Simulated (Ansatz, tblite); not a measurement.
# The cluster Li11−: one state, many levels

The task here is to estimate one member of a computed series from the others.

Method: as each input shows; program: Ansatz 0.2.0, Gaussian basis.

Levels to be run: GFN1-xTB, GFN2-xTB, PBE/def2-TZVPD, r2SCAN/def2-TZVPD, HF/def2-TZVPD, r2SCAN0/def2-TZVPD, CAM-B3LYP/def2-TZVPD, B2PLYP/def2-TZVPD, ωB97M-V/def2-TZVPD, LDA/def2-TZVPD, B3LYP/def2-TZVPD, LC-ωPBE(0.10)/def2-TZVPD, LC-ωPBE(0.15)/def2-TZVPD, LC-ωPBE(0.20)/def2-TZVPD, LC-ωPBE(0.30)/def2-TZVPD, PBE/def2-SVPD, PBE0/def2-SVPD, HF/STO-3G, HF/6-31G, B3LYP/6-31G, CCSD(T)/def2-TZVPD, RPA/def2-TZVPD.

1 further run of the same task is left out (set aside as unsound or not needed). Runs told in other sessions of the task aren't counted.

### The structure

The geometry is that of the singlet, from an earlier relaxation (B3LYP/def2-SVPD). At that level it is the lowest of the isomers that a small search found.

11 atoms, charge -1, spin multiplicity 1.

Bond lengths: Li1–Li3 2.940 Å, Li1–Li5 3.059 Å, Li1–Li7 2.936 Å, Li2–Li5 2.831 Å, Li2–Li8 2.912 Å, Li2–Li10 2.934 Å, Li2–Li11 3.036 Å, Li3–Li6 2.954 Å, Li3–Li7 2.832 Å, Li3–Li9 2.992 Å, Li3–Li10 3.062 Å, Li3–Li11 2.968 Å, Li4–Li5 2.954 Å, Li5–Li8 2.996 Å, Li5–Li10 2.942 Å, Li5–Li11 2.968 Å, Li7–Li9 2.911 Å, Li7–Li11 3.039 Å. Angles: Li3–Li1–Li5 61.8°, Li3–Li1–Li7 57.6°, Li5–Li1–Li7 63.4°, Li5–Li2–Li8 62.9°, Li5–Li2–Li10 61.3°, Li5–Li2–Li11 60.7°, Li8–Li2–Li10 116.0°, Li8–Li2–Li11 66.4°, Li10–Li2–Li11 108.4°, Li1–Li3–Li6 63.2°, Li1–Li3–Li7 61.1°, Li1–Li3–Li9 113.3°, Li1–Li3–Li10 62.9°, Li1–Li3–Li11 110.0°, Li6–Li3–Li7 65.2°, Li6–Li3–Li9 66.1°, Li6–Li3–Li10 116.1°, Li6–Li3–Li11 121.9° and more.

Geometry (Å):

| atom | x (Å) | y (Å) | z (Å) |
| --- | --- | --- | --- |
| Li1 | 0.8120 | -2.3546 | 1.1394 |
| Li2 | -1.5512 | 1.8942 | 0.5754 |
| Li3 | 1.2788 | 0.5176 | 0.7177 |
| Li4 | -3.8124 | -0.2000 | 1.0663 |
| Li5 | -1.3023 | -0.7562 | -0.3883 |
| Li6 | 3.6694 | -1.2088 | 0.8906 |
| Li7 | 1.6195 | -1.2585 | -1.4618 |
| Li8 | -3.1114 | 1.1848 | -1.7794 |
| Li9 | 3.3401 | 1.0880 | -1.3745 |
| Li10 | -1.0810 | -0.2667 | 2.5039 |
| Li11 | 0.1386 | 1.3601 | -1.8894 |

The ion is computed in the gas phase, without counter-ions or solvent.

PBE0/def2-TZVPD was run before; its log isn't repeated, and its numbers join the tables.

Set-up of the first run:

Tight binding, by tblite at 300 K electronic temperature and without a spin-polarisation term:

```python
tblite.interface.Calculator('GFN1-xTB', numbers, positions, charge=-1, uhf=0).singlepoint()
```

Tight binding, by tblite at 300 K electronic temperature and without a spin-polarisation term:

```python
tblite.interface.Calculator('GFN2-xTB', numbers, positions, charge=-1, uhf=0).singlepoint()
```

start.molden holds the orbitals of an earlier run on this state, given as this run's starting guess.

Contents of in.yaml:

```yaml
crystal:
  periodic: [false, false, false]
  atoms:
    - {symbol: Li, position_ang: [0.811964, -2.354593, 1.139424]}
    - {symbol: Li, position_ang: [-1.551217, 1.894158, 0.575446]}
    - {symbol: Li, position_ang: [1.278774, 0.517560, 0.717674]}
    - {symbol: Li, position_ang: [-3.812415, -0.199973, 1.066267]}
    - {symbol: Li, position_ang: [-1.302268, -0.756160, -0.388331]}
    - {symbol: Li, position_ang: [3.669380, -1.208824, 0.890640]}
    - {symbol: Li, position_ang: [1.619450, -1.258468, -1.461751]}
    - {symbol: Li, position_ang: [-3.111358, 1.184822, -1.779393]}
    - {symbol: Li, position_ang: [3.340080, 1.088041, -1.374474]}
    - {symbol: Li, position_ang: [-1.080978, -0.266673, 2.503860]}
    - {symbol: Li, position_ang: [0.138598, 1.360110, -1.889382]}
basis:
  gaussian: {orbitals: def2-TZVPD, initial_orbitals: start.molden}
total_charge: -1
hamiltonian: {xc: pbe}
scf: {omitted_lower_state_checks: [starts]}
output: {orbitals: {seedname: orbitals}}
```

On the command line:

```
ansatz run in.yaml --threads 4 --pin off --events-out ev --progress --plain --max-ram 3916MiB
```

Steps of the session up to this table: PBE/def2-TZVPD; r2SCAN/def2-TZVPD; HF/def2-TZVPD; r2SCAN0/def2-TZVPD; CAM-B3LYP/def2-TZVPD; B2PLYP/def2-TZVPD; ωB97M-V/def2-TZVPD; LDA/def2-TZVPD; B3LYP/def2-TZVPD; LC-ωPBE(0.10)/def2-TZVPD; LC-ωPBE(0.15)/def2-TZVPD; LC-ωPBE(0.20)/def2-TZVPD; LC-ωPBE(0.30)/def2-TZVPD; PBE/def2-SVPD; PBE0/def2-SVPD; HF/STO-3G; HF/6-31G; B3LYP/6-31G; CCSD(T)/def2-TZVPD; RPA/def2-TZVPD.

One table of the session follows, with a row left open; its other results are not shown here.

| level | HOMO (eV) | LUMO (eV) | gap (eV) |
| --- | --- | --- | --- |
| HF/STO-3G | 0.50 | 4.92 | 4.41 |
| HF/6-31G | -0.86 | 2.77 | 3.64 |
| HF/def2-TZVPD | -0.96 | 2.36 | 3.31 |
| LDA/def2-TZVPD | -0.06 | 0.36 | 0.41 |
| PBE/def2-SVPD | -0.01 | 0.42 | 0.42 |
| PBE/def2-TZVPD | -0.02 | 0.43 | 0.44 |
| r2SCAN/def2-TZVPD | -0.02 | 0.51 | 0.53 |
| B3LYP/6-31G | -0.12 | 1.01 | 1.13 |
| B3LYP/def2-TZVPD | -0.21 | 0.86 | 1.07 |
| PBE0/def2-SVPD | -0.36 | 0.84 | 1.20 |
| PBE0/def2-TZVPD | -0.37 | 0.85 | 1.23 |
| r2SCAN0/def2-TZVPD | -0.38 | 0.87 | 1.24 |
| CAM-B3LYP/def2-TZVPD | -0.83 | 1.59 | 2.42 |
| ωB97M-V/def2-TZVPD | -1.32 | 1.80 | 3.12 |
| LC-ωPBE(0.10)/def2-TZVPD | ? | ? | ? |
| LC-ωPBE(0.15)/def2-TZVPD | -1.33 | 1.81 | 3.14 |
| LC-ωPBE(0.20)/def2-TZVPD | -1.43 | 1.93 | 3.36 |
| LC-ωPBE(0.30)/def2-TZVPD | -1.51 | 2.01 | 3.52 |

Q: Estimate the row for LC-ωPBE(0.10)/def2-TZVPD from the others.

**Answer.** HOMO (eV): -1.12; LUMO (eV): 1.58; gap (eV): 2.69. In the column «HOMO (eV)» it lies between ωB97M-V/def2-TZVPD (-1.32) and HF/def2-TZVPD (-0.96).

To keep in mind: The anion's highest level is positive in at least one run, so there the basis alone may hold the extra electron.
